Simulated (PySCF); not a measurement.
**SbTe+: from the state search to spectroscopic constants**

One table from this session's results is given with a row withheld; the runs are named, their logs left out.

Computed with PySCF 2.14.0. Level: Sb def2-TZVPPD with ECP28, Te def2-TZVPPD with ECP28, scalar-relativistic core potentials.

Set-up of the first run:

A driver script around PySCF takes these settings:

* atoms: Sb, Te
* charge: 1
* basis: Sb def2-TZVPPD with ECP28, Te def2-TZVPPD with ECP28
* Hamiltonian: scalar-relativistic core potentials
* basis functions: 115
* electrons treated: 46
* masses in u: 120.9038, 129.9062
* levels: PBE0, PBE, r²SCAN, M06-2X, BLYP, MN15, PW91, r²SCANh, CAM-B3LYP, HF, MP2, SCS-MP2, CCSD, CCSD(T)
* grid: 80 radial by 434 angular points
* occupations: held fixed by the projection of orbital angular momentum
* dissociation limit: Sb+ + Te, each in its ground configuration
* starting distance in angstrom: 2.785
* values of 2S to try: 0, 2, 4

On the command line:

```
> OMP_NUM_THREADS=2 python dia.py task.json out
```

Steps of the session up to this table: Input; PBE0 along the bond; Excited determinants; PBE (GGA); r²SCAN; M06-2X; BLYP; MN15 (hybrid meta-GGA); PW91 (GGA); r²SCANh; CAM-B3LYP; RHF; Correlated methods on the Hartree–Fock reference.

One of the session's tables, all rows but one given; the rest of the session is left out.

```
      level  Re (Å)  ωe (cm⁻¹)  De (eV)
        RHF   2.412        339     1.74
    RHF-MP2   2.481      273.2     4.71
RHF-SCS-MP2   2.482      275.7     4.47
   RHF-CCSD   2.450        304     3.98
RHF-CCSD(T)   2.482      280.0     4.47
        PBE   2.483      285.1     4.93
       PW91   2.482      285.1     4.97
       BLYP   2.506      273.2     4.81
     r²SCAN       ?          ?        ?
    r²SCANh   2.447        306     4.42
       PBE0   2.445        308     4.43
       MN15   2.436        310     4.15
     M06-2X   2.433        318     2.93
  CAM-B3LYP   2.429        318     4.12
```

Q: Estimate the row for r²SCAN from the others.

**Answer.** Re (Å): 2.458; ωe (cm⁻¹): 298.9; De (eV): 4.59. In the column «Re (Å)» it lies between RHF-CCSD (2.450) and RHF-MP2 (2.481).

De is counted to Sb+ + Te in their ground configurations.
